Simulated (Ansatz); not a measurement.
Geometry optimisation, Ansatz, DFT PBEsol, scalar-relativistic, plane waves, PAW.

input.yaml

```yaml
crystal:
  lattice:
    - [0.0, 3.57, 3.57]
    - [3.57, 0.0, 3.57]
    - [3.57, 3.57, 0.0]
  atoms:
    - { symbol: C, position: [0.0, 0.0, 0.0] }
    - { symbol: C, position: [0.125, 0.125, 0.125] }
    - { symbol: C, position: [0.0, 0.0, 0.5] }
    - { symbol: C, position: [0.125, 0.125, 0.625] }
    - { symbol: C, position: [0.0, 0.5, 0.0] }
    - { symbol: C, position: [0.125, 0.625, 0.125] }
    - { symbol: C, position: [0.0, 0.5, 0.5] }
    - { symbol: C, position: [0.125, 0.625, 0.625] }
    - { symbol: C, position: [0.5, 0.0, 0.0] }
    - { symbol: C, position: [0.625, 0.125, 0.125] }
    - { symbol: C, position: [0.5, 0.0, 0.5] }
    - { symbol: C, position: [0.625, 0.125, 0.625] }
    - { symbol: C, position: [0.5, 0.5, 0.0] }
    - { symbol: C, position: [0.625, 0.625, 0.125] }
    - { symbol: C, position: [0.5, 0.5, 0.5] }
    - { symbol: C, position: [0.625, 0.625, 0.625] }
    - { symbol: H, position: [1.05791195, 0.8160817, -0.18985357] }
total_charge: 1
basis:
  ecutwfc: 420.0
kpoints:
  mp_grid: { grid: [3, 3, 3] }
hamiltonian:
  xc: pbesol
  pseudopotentials: { kind: paw, azcp: { folder: soft_1 } }
scf:
  occupations: { method: gaussian, width: 0.02 }
  lower_state_search: "off"
relax:
  f_tol: 0.03
  max_steps: 60
  adjacent_minimum: "off"
```

Launched with:

```bash
$ ansatz run input.yaml --threads 1 --pin off --max-ram 3072MiB --backend cpu --events-out ev --progress --plain --runs-dir out
```

**Question.** Where does it end, and by what steps?

**Answer.** It converged. Limits of this set-up: PAW files made for another functional, a small cell, in which the defect meets its images, charged cell in a uniform background, uncorrected. After 13 steps the energy has fallen by 0.400 eV; H17 moved furthest, 0.42 Å. Joined: C3–H17 (1.46 → 1.20 Å), C4–H17 (1.47 → 1.21 Å).

```json
{"step": "0", "energy less start (eV)": "0.0000", "largest force component (eV/Å)": "1.909", "accepted": "yes"}
{"step": "1", "energy less start (eV)": "-0.1825", "largest force component (eV/Å)": "0.780", "accepted": "yes"}
{"step": "2", "energy less start (eV)": "-0.2141", "largest force component (eV/Å)": "0.059", "accepted": "yes"}
{"step": "3", "energy less start (eV)": "-0.2172", "largest force component (eV/Å)": "0.140", "accepted": "yes"}
{"step": "4", "energy less start (eV)": "-0.2219", "largest force component (eV/Å)": "0.213", "accepted": "yes"}
{"step": "5", "energy less start (eV)": "-0.2474", "largest force component (eV/Å)": "0.390", "accepted": "yes"}
{"step": "6", "energy less start (eV)": "-0.3368", "largest force component (eV/Å)": "0.533", "accepted": "yes"}
{"step": "7", "energy less start (eV)": "-0.2663", "largest force component (eV/Å)": "2.258", "accepted": "no"}
{"step": "8", "energy less start (eV)": "-0.3710", "largest force component (eV/Å)": "0.156", "accepted": "yes"}
{"step": "9", "energy less start (eV)": "-0.3863", "largest force component (eV/Å)": "0.125", "accepted": "yes"}
{"step": "10", "energy less start (eV)": "-0.3813", "largest force component (eV/Å)": "0.412", "accepted": "no"}
{"step": "11", "energy less start (eV)": "-0.3940", "largest force component (eV/Å)": "0.070", "accepted": "yes"}
{"step": "12", "energy less start (eV)": "-0.3983", "largest force component (eV/Å)": "0.036", "accepted": "yes"}
{"step": "13", "energy less start (eV)": "-0.3999", "largest force component (eV/Å)": "0.006", "accepted": "yes"}
```

```xyz
17
Lattice="0.0000 3.5700 3.5700 3.5700 0.0000 3.5700 3.5700 3.5700 0.0000" Properties=species:S:1:pos:R:3
C 0.042 0.053 -0.014
C 0.894 0.929 0.899
C 1.732 1.724 -0.071
C 2.733 2.747 0.950
C 1.786 0.019 1.755
C 2.678 0.920 2.656
C 3.570 1.776 1.747
C 4.421 2.690 2.621
C -0.004 1.818 1.776
C 0.900 2.697 2.669
C 1.782 3.591 1.777
C 2.683 4.470 2.654
C 1.788 1.803 3.551
C 2.676 2.694 4.442
C 3.564 3.577 3.549
C 4.469 4.469 4.427
H 2.222 2.822 7.000
```

Whether the end is a true minimum wasn't checked by a vibrational analysis.

The run took 61 s on 1 thread of Arm Neoverse V2 (shared host), peak memory 0.31 GiB.
